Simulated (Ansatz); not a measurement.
# GeH4S + HBr: a complex and its separated parts

The complex below is one end of an elementary step. How strongly is it bound against its free parts?

Method: PBE0-D4/def2-TZVP structures, single points in def2-TZVPP, no counterpoise correction; program: Ansatz 0.2.0, Gaussian basis.

Levels: SPW92, PBE-D4, BLYP-D4, r2SCAN-D4, B97M-V, PBE0-D4, B3LYP-D4, r2SCAN0-D4, BHLYP-D4, CAM-B3LYP-D4, wB97X-V, wB97M-V, B2PLYP, PBE-QIDH, RPA on PBE, Hartree-Fock, MP2, CCSD, CCSD(T).

Cores are frozen in the correlated methods. Filled d shells of the heavier atoms are correlated. B3LYP uses VWN-RPA correlation. B2PLYP carries no dispersion term here.

20 further runs of the same task are left out: 20 set aside as unsound or not needed.

## 1. The starting structure

The complex: 8 atoms, charge 0, spin multiplicity 1.

Atoms are counted from 1 here; the program's logs count them from 0.

Bond lengths: Ge1–H3 1.531 Å, Ge1–H4 1.532 Å, Ge1–H5 1.534 Å, Ge1–S7 2.241 Å, Br2–H6 1.450 Å, S7–H8 1.344 Å. Angles: H3–Ge1–H4 111.7°, H3–Ge1–H5 111.3°, H3–Ge1–S7 104.2°, H4–Ge1–H5 111.2°, H4–Ge1–S7 109.2°, H5–Ge1–S7 108.9°, Ge1–S7–H8 94.8°.

Geometry (Å):

```xyz
8

Ge   -0.7218   -0.2909   -0.9248
Br    2.5897    1.5628    0.9902
H     0.1604   -1.0473   -1.9208
H    -0.4847    1.2215   -0.9914
H    -2.2049   -0.6283   -1.1246
H     1.6201    0.4927    1.1175
S    -0.0664   -1.0535    1.0774
H    -0.8922   -0.2568    1.7765
```

Its parts: GeH4S holds atoms 1, 3, 4, 5, 7, 8; HBr holds atoms 2, 6. Each part counts its atoms afresh in its own runs.

## 2. Relaxing GeH4S alone

File relax-a/in.yaml:

```yaml
crystal:
  periodic: [false, false, false]
  atoms:
    - {symbol: Ge, position_ang: [-0.721827, -0.290926, -0.924769]}
    - {symbol: H, position_ang: [0.160360, -1.047302, -1.920804]}
    - {symbol: H, position_ang: [-0.484743, 1.221484, -0.991410]}
    - {symbol: H, position_ang: [-2.204916, -0.628346, -1.124615]}
    - {symbol: S, position_ang: [-0.066448, -1.053549, 1.077412]}
    - {symbol: H, position_ang: [-0.892210, -0.256782, 1.776495]}
basis:
  gaussian: {orbitals: def2-TZVP}
hamiltonian: {xc: pbe0, dispersion: d4}
relax: {f_tol: 0.005, max_steps: 200}
```

No record of the launch command was kept for these runs.

Output (excerpt; [...] marks lines left out):

```text
Functional definition: PBE0
  name "PBE0"
  cite "Adamo & Barone, J. Chem. Phys. 110, 6158 (1999) doi:10.1063/1.478522"
  cite "Perdew, Burke & Ernzerhof, Phys. Rev. Lett. 77, 3865 (1996) doi:10.1103/PhysRevLett.77.3865"
  parent pbe
[...]
848 factors; their error is unknown
[...]
mean field -67408.57029787 eV, -2477.2192672768 hartree, gradient 8.4e-6 eV, S^2 0.000000; 0 other end points of the search recorded, 0 dependent functions left out
[...]
reference -67408.57032397 eV, -2477.2192682358 hartree; 26, 26 occupied and 83, 83 virtual orbitals, 848 factors
relax step   1: F+E_penalty+E_count = -67408.65169248 eV  Δ(F+E_penalty+E_count) = +0.000e0 eV  max|allowed force component| = 3.491e-1 eV/Å  Δτ_max = 0.0000 Å  (23 SCF iters, accepted)
[...]
relax step   5: F+E_penalty+E_count = -67408.65652407 eV  Δ(F+E_penalty+E_count) = -2.575e-5 eV  max|allowed force component| = 2.285e-2 eV/Å  Δτ_max = 0.0118 Å  (27 SCF iters, accepted)
[...]
relax step   6: F+E_penalty+E_count = -67408.65655880 eV  Δ(F+E_penalty+E_count) = -3.474e-5 eV  max|allowed force component| = 4.359e-4 eV/Å  Δτ_max = 0.0052 Å  (28 SCF iters, accepted)
848 factors; their error is unknown
[...]
mean field -67408.57514997 eV, -2477.2194455880 hartree, gradient 2.1e-5 eV, S^2 0.000000; 1 other end points of the search recorded, 0 dependent functions left out
[...]
reference -67408.57517605 eV, -2477.2194465466 hartree; 26, 26 occupied and 83, 83 virtual orbitals, 848 factors
Total energy: -67408.65658489 eV, -2477.2224382662 hartree
Atom 0 at    -0.716641    -0.295685    -0.905347 Å, force     0.000178    -0.000045    -0.000218 eV/Å
Atom 1 at     0.153173    -1.046461    -1.919673 Å, force    -0.000195     0.000023     0.000017 eV/Å
Atom 2 at    -0.486669     1.219629    -1.011961 Å, force     0.000048    -0.000074    -0.000121 eV/Å
Atom 3 at    -2.203227    -0.614022    -1.127337 Å, force     0.000167     0.000146     0.000372 eV/Å
Atom 4 at    -0.050597    -1.043051     1.080659 Å, force     0.000047     0.000386     0.000177 eV/Å
Atom 5 at    -0.905822    -0.275831     1.775968 Å, force    -0.000244    -0.000436    -0.000227 eV/Å
Dipole moment:    -0.173126     0.170914    -0.121991 e Å
```

It took 6 s on 4 threads, shared host; peak memory 0.21 GiB.

Step by step:

| step | energy from step 1 (eV) | largest force component (eV/Å) |
| --- | --- | --- |
| 1 | 0.0000 | 0.3491 |
| 2 | -0.0030 | 0.0990 |
| 3 | -0.0046 | 0.0339 |
| 4 | -0.0048 | 0.0100 |
| 5 | -0.0048 | 0.0228 |
| 6 | -0.0049 | 0.0004 |

Close pairs (by a distance rule), those that changed most:

| bond | before (Å) | after (Å) | change (Å) |
| --- | --- | --- | --- |
| Ge1–S5 | 2.241 | 2.224 | -0.016 |
| Ge1–H3 | 1.532 | 1.536 | +0.004 |
| Ge1–H4 | 1.534 | 1.536 | +0.002 |
| Ge1–H2 | 1.531 | 1.533 | +0.002 |
| S5–H6 | 1.344 | 1.343 | -0.001 |

## 3. Relaxing HBr alone

File relax-b/in.yaml:

```yaml
crystal:
  periodic: [false, false, false]
  atoms:
    - {symbol: Br, position_ang: [2.589655, 1.562764, 0.990237]}
    - {symbol: H, position_ang: [1.620128, 0.492656, 1.117454]}
basis:
  gaussian: {orbitals: def2-TZVP}
hamiltonian: {xc: pbe0, dispersion: d4}
relax: {f_tol: 0.005, max_steps: 200}
```

Output (excerpt; [...] marks lines left out):

```text
[... 5 set-up lines as earlier in the session ...]
[...]
457 factors; their error is unknown
[...]
mean field -70054.56231024 eV, -2574.4576802135 hartree, gradient 9.6e-6 eV, S^2 0.000000; 0 other end points of the search recorded, 0 dependent functions left out
[...]
reference -70054.56232754 eV, -2574.4576808493 hartree; 18, 18 occupied and 36, 36 virtual orbitals, 457 factors
relax step   1: F+E_penalty+E_count = -70054.56783913 eV  Δ(F+E_penalty+E_count) = +0.000e0 eV  max|allowed force component| = 5.192e-1 eV/Å  Δτ_max = 0.0000 Å  (23 SCF iters, accepted)
[...]
relax step   2: F+E_penalty+E_count = -70054.57807229 eV  Δ(F+E_penalty+E_count) = -1.023e-2 eV  max|allowed force component| = 8.009e-2 eV/Å  Δτ_max = 0.0124 Å  (28 SCF iters, accepted)
[...]
relax step   3: F+E_penalty+E_count = -70054.57830135 eV  Δ(F+E_penalty+E_count) = -2.291e-4 eV  max|allowed force component| = 1.915e-3 eV/Å  Δτ_max = 0.0022 Å  (29 SCF iters, accepted)
457 factors; their error is unknown
[...]
mean field -70054.57278206 eV, -2574.4580650459 hartree, gradient 9.1e-6 eV, S^2 0.000000; 1 other end points of the search recorded, 0 dependent functions left out
[...]
reference -70054.57279934 eV, -2574.4580656808 hartree; 18, 18 occupied and 36, 36 virtual orbitals, 457 factors
Total energy: -70054.57831863 eV, -2574.4582685108 hartree
Atom 0 at     2.579911     1.552009     0.991516 Å, force     0.001735     0.001915    -0.000228 eV/Å
Atom 1 at     1.629872     0.503411     1.116175 Å, force    -0.001735    -0.001915     0.000228 eV/Å
Dipole moment:    -0.132648    -0.146409     0.017405 e Å
```

Wall time 0.95 s (4 threads, shared host); peak memory 0.1 GiB.

Along the way:

| step | energy from step 1 (eV) | largest force component (eV/Å) |
| --- | --- | --- |
| 1 | 0.0000 | 0.5192 |
| 2 | -0.0102 | 0.0801 |
| 3 | -0.0105 | 0.0019 |

The bond:

| bond | before (Å) | after (Å) | change (Å) |
| --- | --- | --- | --- |
| Br1–H2 | 1.450 | 1.420 | -0.029 |

## 4. wB97M-V/def2-TZVPP

File parta/in.yaml:

```yaml
crystal:
  periodic: [false, false, false]
  atoms:
    - {symbol: Ge, position_ang: [-0.716641, -0.295685, -0.905347]}
    - {symbol: H, position_ang: [0.153173, -1.046461, -1.919673]}
    - {symbol: H, position_ang: [-0.486669, 1.219629, -1.011961]}
    - {symbol: H, position_ang: [-2.203227, -0.614022, -1.127337]}
    - {symbol: S, position_ang: [-0.050597, -1.043051, 1.080659]}
    - {symbol: H, position_ang: [-0.905822, -0.275831, 1.775968]}
basis:
  gaussian: {orbitals: def2-TZVPP}
hamiltonian: {xc: {name: wB97M-V}}
```

File partb/in.yaml:

```yaml
crystal:
  periodic: [false, false, false]
  atoms:
    - {symbol: Br, position_ang: [2.579911, 1.552009, 0.991516]}
    - {symbol: H, position_ang: [1.629872, 0.503411, 1.116175]}
basis:
  gaussian: {orbitals: def2-TZVPP}
hamiltonian: {xc: {name: wB97M-V}}
```

Output in parta (excerpt; [...] marks lines left out):

```text
Functional definition: wB97M-V
  name "wB97M-V"
  cite "Mardirossian & Head-Gordon, J. Chem. Phys. 144, 214110 (2016) doi:10.1063/1.4952647"
  cite "Becke, J. Chem. Phys. 107, 8554 (1997) doi:10.1063/1.475007"
  cite "Vydrov & Van Voorhis, J. Chem. Phys. 133, 244103 (2010) doi:10.1063/1.3521275"
  # Of w^i u^j: cxij and so on, Table III.
[...]
  gx(w, u) = 1 - cx + cx01*u + cx10*w
  gss(w, u) = css00 + css04*u^4 + css10*w + css20*w^2 + css43*w^4*u^3
  gos(w, u) = cos00 + cos10*w + (cos20 + cos21*u)*w^2 + (cos60 + cos61*u)*w^6
[...]
      + integral(e_c_pw_mod_opposite_spin*gos(b97_w_opposite, b97_u_opposite)) + vv10(b, c)
913 factors; their error is unknown
190 factors; integrals over basis functions are off by at most 9.4e-6 eV
[...]
mean field -67415.43897177 eV, -2477.4716863868 hartree, gradient 1.3e-5 eV, S^2 0.000000; 0 other end points of the search recorded, 0 dependent functions left out
reference -67415.43901214 eV, -2477.4716878703 hartree; 26, 26 occupied and 120, 120 virtual orbitals, 913 factors
Total energy: -67415.43901214 eV, -2477.4716878703 hartree
```

Log of partb (excerpt; [...] marks lines left out):

```text
[... 5 set-up lines as earlier in the session ...]
  # Of w^i u^j: cxij and so on, Table III.
[...]
  gx(w, u) = 1 - cx + cx01*u + cx10*w
  gss(w, u) = css00 + css04*u^4 + css10*w + css20*w^2 + css43*w^4*u^3
  gos(w, u) = cos00 + cos10*w + (cos20 + cos21*u)*w^2 + (cos60 + cos61*u)*w^6
[...]
      + integral(e_c_pw_mod_opposite_spin*gos(b97_w_opposite, b97_u_opposite)) + vv10(b, c)
467 factors; their error is unknown
73 factors; integrals over basis functions are off by at most 1.1e-4 eV
[...]
mean field -70058.67558021 eV, -2574.6088400968 hartree, gradient 8.6e-6 eV, S^2 0.000000; 0 other end points of the search recorded, 0 dependent functions left out
reference -70058.67560601 eV, -2574.6088410451 hartree; 18, 18 occupied and 44, 44 virtual orbitals, 467 factors
Total energy: -70058.67560601 eV, -2574.6088410451 hartree
```

They took 3.4 s (parta), 0.65 s (partb) on 4 threads, shared host; peak memory 0.38 GiB.

## 5. CCSD(T)/def2-TZVPP

The same edit goes into each in.yaml of step 4 (parta, partb):

```diff
-hamiltonian: {xc: {name: wB97M-V}}
+correlation: {method: ccsd_t}
```

Output in parta (excerpt; [...] marks lines left out):

```text
Functional definition: HF
  name "HF"
  cite "Fock, Z. Phys. 61, 126 (1930) doi:10.1007/BF01340294"
[... 1 set-up line as earlier in the session ...]
[...]
858 factors; integrals over basis functions are off by at most 9.5e-4 eV
[...]
mean field -67355.16262611 eV, -2475.2565715404 hartree, gradient 1.7e-6 eV, S^2 0.000000; 0 other end points of the search recorded, 0 dependent functions left out
14 core orbitals not correlated: weight in the atoms' cores, before any rotation towards them, 1.000 or more for the frozen orbitals, at most 0.000 for the correlated occupied ones
reference -67355.16262611 eV, -2475.2565715404 hartree; 12, 12 occupied and 120, 120 virtual orbitals, 858 factors
second order -12.13974818 eV of doubles, -0.00000000 eV of singles
cycle   1  -12.54018120 eV  change   -4.0e-1 eV  update   8.3e-2
[...]
cycle   8  -13.00747104 eV  change   -1.7e-5 eV  update   2.2e-5
perturbative correction -0.49113770 eV, -0.0180489775 hartree
Total energy: -67368.66123485 eV, -2475.7526362620 hartree
```

Log of partb (excerpt; [...] marks lines left out):

```text
[... 4 set-up lines as earlier in the session ...]
[...]
399 factors; integrals over basis functions are off by at most 1.5e-3 eV
[...]
mean field -70014.93835506 eV, -2573.0015267189 hartree, gradient 1.4e-6 eV, S^2 0.000000; 0 other end points of the search recorded, 0 dependent functions left out
9 core orbitals not correlated: weight in the atoms' cores, before any rotation towards them, 1.000 or more for the frozen orbitals, at most 0.000 for the correlated occupied ones
reference -70014.93835506 eV, -2573.0015267189 hartree; 9, 9 occupied and 44, 44 virtual orbitals, 399 factors
second order -7.83906514 eV of doubles, -0.00000000 eV of singles
cycle   1  -7.92764431 eV  change   -8.9e-2 eV  update   4.5e-2
[...]
cycle   7  -8.11358105 eV  change   -4.8e-6 eV  update   1.2e-5
perturbative correction -0.24159730 eV, -0.0088785369 hartree
Total energy: -70023.29353341 eV, -2573.3085738597 hartree
```

Times: 8.5 s (parta), 0.35 s (partb) on 4 threads, shared host; peak memory 0.84 GiB.

## 6. Vibrations of GeH4S

File vib-parta/in.yaml:

```yaml
crystal:
  periodic: [false, false, false]
  atoms:
    - {symbol: Ge, position_ang: [-0.716641, -0.295685, -0.905347]}
    - {symbol: H, position_ang: [0.153173, -1.046461, -1.919673]}
    - {symbol: H, position_ang: [-0.486669, 1.219629, -1.011961]}
    - {symbol: H, position_ang: [-2.203227, -0.614022, -1.127337]}
    - {symbol: S, position_ang: [-0.050597, -1.043051, 1.080659]}
    - {symbol: H, position_ang: [-0.905822, -0.275831, 1.775968]}
basis:
  gaussian: {orbitals: def2-TZVP}
hamiltonian: {xc: pbe0, dispersion: d4}
phonons: {temperatures: {t_min: 298.15, t_max: 900, t_step: 200}}
```

Output (excerpt; [...] marks lines left out):

```text
[... 5 set-up lines as earlier in the session ...]
[...]
848 factors; their error is unknown
[...]
mean field -67408.57514887 eV, -2477.2194455478 hartree, gradient 6.7e-5 eV, S^2 0.000000; 0 other end points of the search recorded, 0 dependent functions left out
[...]
reference -67408.57517501 eV, -2477.2194465081 hartree; 26, 26 occupied and 83, 83 virtual orbitals, 848 factors
[... from here to the last solve, the lines of the solves are left out (35 solves) ...]
848 factors; their error is unknown
[...]
mean field -67408.57511874 eV, -2477.2194444403 hartree, gradient 1.7e-6 eV, S^2 0.000000; 0 other end points of the search recorded, 0 dependent functions left out
[...]
reference -67408.57514487 eV, -2477.2194454006 hartree; 26, 26 occupied and 83, 83 virtual orbitals, 848 factors
Total energy: -67408.65658385 eV, -2477.2224382279 hartree
Atom 0 at    -0.716641    -0.295685    -0.905347 Å, force     0.000139    -0.000031    -0.000205 eV/Å
Atom 1 at     0.153173    -1.046461    -1.919673 Å, force    -0.000196     0.000011     0.000012 eV/Å
Atom 2 at    -0.486669     1.219629    -1.011961 Å, force     0.000067    -0.000064    -0.000121 eV/Å
Atom 3 at    -2.203227    -0.614022    -1.127337 Å, force     0.000172     0.000138     0.000360 eV/Å
Atom 4 at    -0.050597    -1.043051     1.080659 Å, force     0.000069     0.000394     0.000189 eV/Å
Atom 5 at    -0.905822    -0.275831     1.775968 Å, force    -0.000251    -0.000448    -0.000234 eV/Å
Dipole moment:    -0.173126     0.170913    -0.121993 e Å
Vibrations: 157.86 409.50 507.45 568.98 782.85 836.45 869.17 885.15 2156.31 2157.52 2183.40 2715.06 cm⁻¹, zero-point energy 0.882128 eV
```

Run time: 22 s. Hardware: 4 threads, shared host; peak memory 0.2 GiB.

Wavenumbers and character of the modes:

| mode | wavenumber (cm⁻¹) | character |
| --- | --- | --- |
| 1 | 158 | torsion |
| 2 | 410 | Ge–S stretch |
| 3 | 507 | bend |
| 4 | 569 | bend |
| 5 | 783 | bend |
| 6 | 836 | bend |
| 7 | 869 | bend |
| 8 | 885 | bend |
| 9 | 2156 | Ge–H stretch |
| 10 | 2158 | Ge–H stretch |
| 11 | 2183 | Ge–H stretch |
| 12 | 2715 | S–H stretch |

Vibrational sums (real modes only):

| T (K) | entropy (J/mol/K) | heat capacity (J/mol/K) |
| --- | --- | --- |
| 298 | 22.4 | 33.6 |
| 498 | 44.4 | 52.1 |
| 698 | 64.0 | 63.9 |
| 898 | 81.2 | 72.6 |

## 7. Vibrations of HBr

File vib-partb/in.yaml:

```yaml
crystal:
  periodic: [false, false, false]
  atoms:
    - {symbol: Br, position_ang: [2.579911, 1.552009, 0.991516]}
    - {symbol: H, position_ang: [1.629872, 0.503411, 1.116175]}
basis:
  gaussian: {orbitals: def2-TZVP}
hamiltonian: {xc: pbe0, dispersion: d4}
phonons: {temperatures: {t_min: 298.15, t_max: 900, t_step: 200}}
```

Output (excerpt; [...] marks lines left out):

```text
[... 5 set-up lines as earlier in the session ...]
[...]
457 factors; their error is unknown
[...]
mean field -70054.57278206 eV, -2574.4580650458 hartree, gradient 2.1e-5 eV, S^2 0.000000; 0 other end points of the search recorded, 0 dependent functions left out
[...]
reference -70054.57279934 eV, -2574.4580656807 hartree; 18, 18 occupied and 36, 36 virtual orbitals, 457 factors
[...]
457 factors; their error is unknown
[...]
mean field -70054.57278207 eV, -2574.4580650460 hartree, gradient 1.2e-6 eV, S^2 0.000000; 0 other end points of the search recorded, 0 dependent functions left out
[...]
reference -70054.57279934 eV, -2574.4580656809 hartree; 18, 18 occupied and 36, 36 virtual orbitals, 457 factors
[...]
457 factors; their error is unknown
[...]
mean field -70054.57269458 eV, -2574.4580618310 hartree, gradient 1.2e-6 eV, S^2 0.000000; 0 other end points of the search recorded, 0 dependent functions left out
[...]
reference -70054.57271185 eV, -2574.4580624658 hartree; 18, 18 occupied and 36, 36 virtual orbitals, 457 factors
[...]
457 factors; their error is unknown
mean field -70054.57270667 eV, -2574.4580622753 hartree, gradient 1.2e-6 eV, S^2 0.000000; 0 other end points of the search recorded, 0 dependent functions left out
[...]
reference -70054.57272395 eV, -2574.4580629103 hartree; 18, 18 occupied and 36, 36 virtual orbitals, 457 factors
Total energy: -70054.57831862 eV, -2574.4582685108 hartree
Atom 0 at     2.579911     1.552009     0.991516 Å, force     0.001749     0.001930    -0.000229 eV/Å
Atom 1 at     1.629872     0.503411     1.116175 Å, force    -0.001749    -0.001930     0.000229 eV/Å
Dipole moment:    -0.132648    -0.146409     0.017405 e Å
Vibrations: 2668.14 cm⁻¹, zero-point energy 0.165404 eV
```

Run time: 2.2 s. Hardware: 4 threads, shared host; peak memory 0.1 GiB.

The modes, with what each moves most:

| mode | wavenumber (cm⁻¹) | character |
| --- | --- | --- |
| 1 | 2668 | Br–H stretch |

Vibrational sums (real modes only):

| T (K) | entropy (J/mol/K) | heat capacity (J/mol/K) |
| --- | --- | --- |
| 298 | 0.0 | 0.0 |
| 498 | 0.0 | 0.2 |
| 698 | 0.2 | 1.0 |
| 898 | 0.6 | 2.2 |

## 8. Complex less separated parts

The complex's own energies come from single points at the same levels. Levels not printed above were run the same way.

Rows are in def2-TZVPP; times add the 3 runs of a level on a shared host, so small differences are noise.

Differences are taken before rounding.

| method | rung | complex less parts (eV) | from CCSD(T) (eV) | time |
| --- | --- | --- | --- | --- |
| SPW92 | LDA | -0.371 | -0.226 | 1.6 s |
| PBE-D4 | GGA | -0.266 | -0.122 | 2.4 s |
| BLYP-D4 | GGA | -0.238 | -0.094 | 2.6 s |
| r2SCAN-D4 | meta-GGA | -0.213 | -0.069 | 6.1 s |
| B97M-V | meta-GGA | -0.162 | -0.017 | 12 s |
| PBE0-D4 | hybrid | -0.226 | -0.082 | 4.2 s |
| B3LYP-D4 | hybrid | -0.214 | -0.070 | 3.8 s |
| r2SCAN0-D4 | hybrid | -0.194 | -0.049 | 7.2 s |
| BHLYP-D4 | hybrid | -0.183 | -0.039 | 3.8 s |
| CAM-B3LYP-D4 | range-separated hybrid | -0.186 | -0.042 | 4.3 s |
| wB97X-V | range-separated hybrid | -0.161 | -0.016 | 10 s |
| wB97M-V | range-separated hybrid | -0.163 | -0.018 | 13 s |
| B2PLYP | double hybrid | -0.135 | +0.010 | 6.5 s |
| PBE-QIDH | double hybrid | -0.165 | -0.021 | 6.7 s |
| RPA on PBE | RPA | -0.095 | +0.049 | 5.2 s |
| Hartree-Fock | wavefunction | 0.045 | +0.189 |  |
| MP2 | wavefunction | -0.188 | -0.044 |  |
| CCSD | wavefunction | -0.111 | +0.034 |  |
| CCSD(T) | wavefunction | -0.144 | 0 | 2 min |

Among the levels timed on like hardware and quicker than the yardstick, those that no quicker one beats, quickest first: SPW92 (1.6 s, -0.226 eV); PBE-D4 (2.4 s, -0.122 eV); BLYP-D4 (2.6 s, -0.094 eV); B3LYP-D4 (3.8 s, -0.070 eV); BHLYP-D4 (3.8 s, -0.039 eV); B2PLYP (6.5 s, +0.010 eV).

For cost: B2PLYP gets within 0.010 eV in 6.5 s, where CCSD(T) took 2 min; the quickest level in the cost chart, SPW92, takes 1.6 s and misses by 0.226 eV.

The complex's zero-point energy, from a separate PBE0-D4 run, is 1.099 eV.

## 9. Outcome

```
                              quantity      value
complex less parts, CCSD(T)/def2-TZVPP  -0.144 eV
                with zero-point energy  -0.093 eV
                 largest T1 diagnostic      0.011
```

In words: At CCSD(T) the complex lies 0.144 eV below its parts. B2PLYP is the best functional here (+0.010 eV from CCSD(T)); SPW92 is the worst (-0.226 eV). Mean unsigned error by rung: LDA 0.226, GGA 0.108, meta-GGA 0.043, hybrid 0.060, range-separated hybrid 0.025, double hybrid 0.015 eV. PBE-D4 gives a relative energy 0.122 eV too low, outside chemical accuracy (1 kcal/mol, 0.043 eV). No counterpoise was applied, and triple zeta lacks some correlation, so the CCSD(T) reference has a basis error of its own, and close matches with it are partly luck.
